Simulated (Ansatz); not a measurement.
# Si: the cost of one run

All numbers below are computed with Ansatz 0.2.0 (DFT PBE+D3(BJ), plane waves, PAW, scalar-relativistic, no spin polarisation).

## 1. The starting structure

The cell holds 17 atoms (Si17): a = 7.679 Å, b = 7.679 Å, c = 7.679 Å, α = 60.00°, β = 60.00°, γ = 60.00°.

Its coordinates follow in the input file.

## 2. Preparing the start

Input file input.yaml:

```yaml
accuracy: low
crystal:
  lattice:
    - [0.0, 5.43, 5.43]
    - [5.43, 0.0, 5.43]
    - [5.43, 5.43, 0.0]
  atoms:
    - { symbol: Si, position: [0.0, 0.0, 0.0] }
    - { symbol: Si, position: [0.125, 0.125, 0.125] }
    - { symbol: Si, position: [0.0, 0.0, 0.5] }
    - { symbol: Si, position: [0.125, 0.125, 0.625] }
    - { symbol: Si, position: [0.0, 0.5, 0.0] }
    - { symbol: Si, position: [0.125, 0.625, 0.125] }
    - { symbol: Si, position: [0.0, 0.5, 0.5] }
    - { symbol: Si, position: [0.125, 0.625, 0.625] }
    - { symbol: Si, position: [0.5, 0.0, 0.0] }
    - { symbol: Si, position: [0.625, 0.125, 0.125] }
    - { symbol: Si, position: [0.5, 0.0, 0.5] }
    - { symbol: Si, position: [0.625, 0.125, 0.625] }
    - { symbol: Si, position: [0.5, 0.5, 0.0] }
    - { symbol: Si, position: [0.625, 0.625, 0.125] }
    - { symbol: Si, position: [0.5, 0.5, 0.5] }
    - { symbol: Si, position: [0.625, 0.625, 0.625] }
    - { symbol: Si, position: [0.8082205, 0.3229398, 0.3139529] }
basis:
  ecutwfc: 420.0
kpoints:
  mp_grid: { grid: [2, 2, 2] }
hamiltonian:
  xc: pbe
  dispersion: d3bj
  pseudopotentials: { kind: paw, azcp: { folder: soft_1 } }
scf:
  occupations: { method: fermi_dirac, width: 0.02 }
  lower_state_search: "off"
relax:
  f_tol: 0.08
  max_steps: 25
  adjacent_minimum: "off"
```

Command:

```sh
ansatz run input.yaml --threads 1 --pin off --max-ram 3072MiB --backend cpu --events-out ev --progress --plain --runs-dir out
```

**Question.** How long does this run take on 1 thread of Intel Xeon Platinum 8488C (Sapphire Rapids), shared host, and how much memory does it need?

About 35 s, with a peak of 0.57 GiB.
